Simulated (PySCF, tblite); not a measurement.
# C3H7FS2Si: geometry, infrared bands and NMR shifts

Wanted: the infrared bands and NMR shifts of C3H7FS2Si (`F[C@H]1C[SiH2]SCS1`), by calculation.

Programs: tblite 0.8.0 and PySCF 2.14.0, with density-fitted response routines of our own. Each step states its level of theory. These are calculated values for one molecule in the gas phase, unless marked as measured. Atoms are numbered from 0 throughout.

## Step 1: The molecule as given

14 atoms, charge 0, multiplicity 1; geometry from: force field or distance geometry start.

Bonds of the start (Å): F0–C1 1.37, C1–C2 1.50, C2–Si3 1.86, Si3–S4 2.14, S4–C5 1.80, C5–S6 1.81, S6–C1 1.82, C1–H7 1.09, C2–H8 1.10, C2–H9 1.10, Si3–H10 1.49, Si3–H11 1.47, C5–H12 1.09, C5–H13 1.09.

## Step 2: Relaxing the molecule with GFN2-xTB

The job: settings as JSON, then the geometry in Å.

```
{"job": {"kind": "relax", "xc": "GFN2-xTB", "basis": "xTB"}, "charge": 0, "multiplicity": 1}
F     -0.529400    -1.270400     1.360400
C     -0.562100    -1.303200    -0.007600
C     -1.257000    -0.076300    -0.531200
Si    -0.525000     1.556000    -0.039200
S      1.565900     1.406600    -0.449600
C      1.957600    -0.208100     0.245300
S      1.130300    -1.554300    -0.627800
H     -1.127800    -2.190100    -0.274500
H     -2.294100    -0.088500    -0.165300
H     -1.331600    -0.130600    -1.623700
H     -0.693900     1.787300     1.421100
H     -1.120400     2.670300    -0.793500
H      3.035200    -0.358100     0.145500
H      1.751600    -0.241000     1.318100
```

The run is started by

```
$ OMP_NUM_THREADS=1 python probes_run.py task.json out
```

The driver reads the jobs from task.json and runs them one after another.

**Question.** This job is followed by: GFN2-xTB harmonic vibrations, gas phase; GIAO PBE0/pcSseg-1 NMR shielding, non-relativistic, gas phase. What will the session give for the following? strongest single infrared mode (GFN2-xTB); zero-point energy (GFN2-xTB); ¹³C shifts against TMS (PBE0/pcSseg-1); ¹H shifts against TMS (PBE0/pcSseg-1); ¹⁹F shifts against CFCl3 (PBE0/pcSseg-1); ²⁹Si shifts against TMS (PBE0/pcSseg-1); ³³S shifts against CS2 (PBE0/pcSseg-1).

The runs gave:

```
                                 quantity                                         value
strongest single infrared mode (GFN2-xTB)                         2377 cm⁻¹, 240 km/mol
             zero-point energy (GFN2-xTB)                                 58.6 kcal/mol
   ¹³C shifts against TMS (PBE0/pcSseg-1)                         100.5, 34.1, 21.3 ppm
    ¹H shifts against TMS (PBE0/pcSseg-1)  6.21, 5.53, 4.85, 4.62, 3.48, 1.44, 1.43 ppm
 ¹⁹F shifts against CFCl3 (PBE0/pcSseg-1)                                    -185.7 ppm
  ²⁹Si shifts against TMS (PBE0/pcSseg-1)                                     -36.4 ppm
   ³³S shifts against CS2 (PBE0/pcSseg-1)                                 107, -112 ppm
```

**Reading.** Relaxing lowered the energy by 0.134 eV in 46 steps; the close pair that moved most is C2–Si3, from 1.855 to 1.910 Å. All 36 modes are real, so the xTB geometry is a minimum. The strongest single mode, at 2377 cm⁻¹, moves mainly H11. GFN2-xTB is a fitted tight-binding method: band positions and strengths are rough. Its intensities can rank the bands wrongly. C1 (sp3 CH bonded to F and S) lies farthest downfield among carbon, at 100.5 ppm; pulled downfield by the heteroatom. H7 (hydrogen on an sp3 CH bonded to F and S) lies farthest downfield among hydrogen, at 6.21 ppm; its carbon carries F, hence the downfield position. At PBE0/pcSseg-1: The largest span, 462 ppm, is at S4, where the paramagnetic term is -441 ppm.
